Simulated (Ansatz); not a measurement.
# Si16B: the cost of one run

All numbers below are computed with Ansatz 0.2.0 (DFT PBEsol, plane waves, PAW, scalar-relativistic, collinear spin).

## 1. Starting point

The cell holds 17 atoms (BSi16): a = 7.679 Å, b = 7.679 Å, c = 7.679 Å, α = 60.00°, β = 60.00°, γ = 60.00°.

Its coordinates follow in the input file.

## 2. End point A

Contents of input.yaml:

```yaml
crystal:
  lattice:
    - [0.0, 5.43, 5.43]
    - [5.43, 0.0, 5.43]
    - [5.43, 5.43, 0.0]
  atoms:
    - { symbol: Si, position: [0.0, 0.0, 0.0] }
    - { symbol: Si, position: [0.125, 0.125, 0.125] }
    - { symbol: Si, position: [0.0, 0.0, 0.5] }
    - { symbol: Si, position: [0.125, 0.125, 0.625] }
    - { symbol: Si, position: [0.0, 0.5, 0.0] }
    - { symbol: Si, position: [0.125, 0.625, 0.125] }
    - { symbol: Si, position: [0.0, 0.5, 0.5] }
    - { symbol: Si, position: [0.125, 0.625, 0.625] }
    - { symbol: Si, position: [0.5, 0.0, 0.0] }
    - { symbol: Si, position: [0.625, 0.125, 0.125] }
    - { symbol: Si, position: [0.5, 0.0, 0.5] }
    - { symbol: Si, position: [0.625, 0.125, 0.625] }
    - { symbol: Si, position: [0.5, 0.5, 0.0] }
    - { symbol: Si, position: [0.625, 0.625, 0.125] }
    - { symbol: Si, position: [0.5, 0.5, 0.5] }
    - { symbol: Si, position: [0.625, 0.625, 0.625] }
    - { symbol: B, position: [0.8780901, 0.8738293, 0.384423], spin: 1.0 }
magnetization:
  spin_polarized: true
basis:
  ecutwfc: 420.0
kpoints:
  mp_grid: { grid: [2, 2, 2] }
hamiltonian:
  xc: pbesol
  pseudopotentials: { kind: paw, azcp: { folder: soft_1 } }
scf:
  occupations: { method: gaussian, width: 0.02 }
  lower_state_search: "off"
relax:
  f_tol: 0.03
  max_steps: 60
  adjacent_minimum: "off"
```

Launch:

```sh
$ ansatz run input.yaml --threads 2 --pin off --max-ram 5120MiB --backend cpu --events-out ev --progress --plain --runs-dir out
```

What time and memory should one allow on 2 threads of Arm Neoverse V1, shared host?

About 35 s, with a peak of 0.69 GiB.
